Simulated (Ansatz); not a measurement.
# Sn: a single-point run

Aim: a sound single-point run of Sn. The structure is shown as the input types it. The cell is built on a prototype (lonsdaleite) and needn't be the phase found in nature.

Method: density functional or hybrid calculation with the settings of its input, plane waves (as first typed), in Ansatz 0.2.0.

2 further runs of the same task are left out: 1 that didn't finish, 1 set aside as unsound or not needed.

## 1. The starting structure

The structure is hexagonal, space group P6_3/mmc (No. 194). Conventional cell: a = 4.635 Å, b = 4.635 Å, c = 7.614 Å, α = 90.00°, β = 90.00°, γ = 120.00°. Around Sn (site symmetry 3m) lie 4 Sn at 2.84 to 2.85 Å.

The input asks for a charge of -2 e on the cell.

As a file:

```
Sn
1.0
     4.63494    0.00000    0.00000
    -2.31747    4.01398    0.00000
     0.00000    0.00000    7.61389
Sn
4
Direct
  0.33333 0.66667 0.00024
  0.66667 0.33333 0.50024
  0.33333 0.66667 0.37476
  0.66667 0.33333 0.87476
```

## 2. The run

File input.yaml:

```yaml
crystal:
  lattice:
    - [4.6349415868, 0.0, 0.0]
    - [-2.3174707934, 4.0139771592, 0.0]
    - [0.0, 0.0, 7.6138918451]
  atoms:
    - { symbol: Sn, position: [0.3333333333, 0.6666666667, 0.0002405539] }
    - { symbol: Sn, position: [0.6666666667, 0.3333333333, 0.5002405539] }
    - { symbol: Sn, position: [0.3333333333, 0.6666666667, 0.3747594461] }
    - { symbol: Sn, position: [0.6666666667, 0.3333333333, 0.8747594461] }
kpoints:
  mp_grid: { grid: [6, 6, 2] }
hamiltonian:
  xc: r2scan
scf:
  occupations: { method: fixed }
  n_extra_bands: 5
  max_iter: 88
output:
  forces: true
  stress: true
  eigenvalues: true
total_charge: -2
```

On the command line:

```bash
$ ansatz run input.yaml --threads 4 --pin off --max-ram 3686MiB --backend cpu --events-out ev --progress --plain --runs-dir out
```

What happens when this is run?

This run ends as converged, with warnings (band overlap at count, metallic iterate, unresolved pair at count). Its log warns: «a fill by count may have filled part of one level: at k-index 13 the highest filled band, 8.192838 eV, and the lowest empty band, 8.192838 eV, stand 1.776e-15 eV apart ...»

Look at the input: total_charge is -2. With this charge the calculation describes a differently charged system.

The test: delete total_charge (the default then holds).
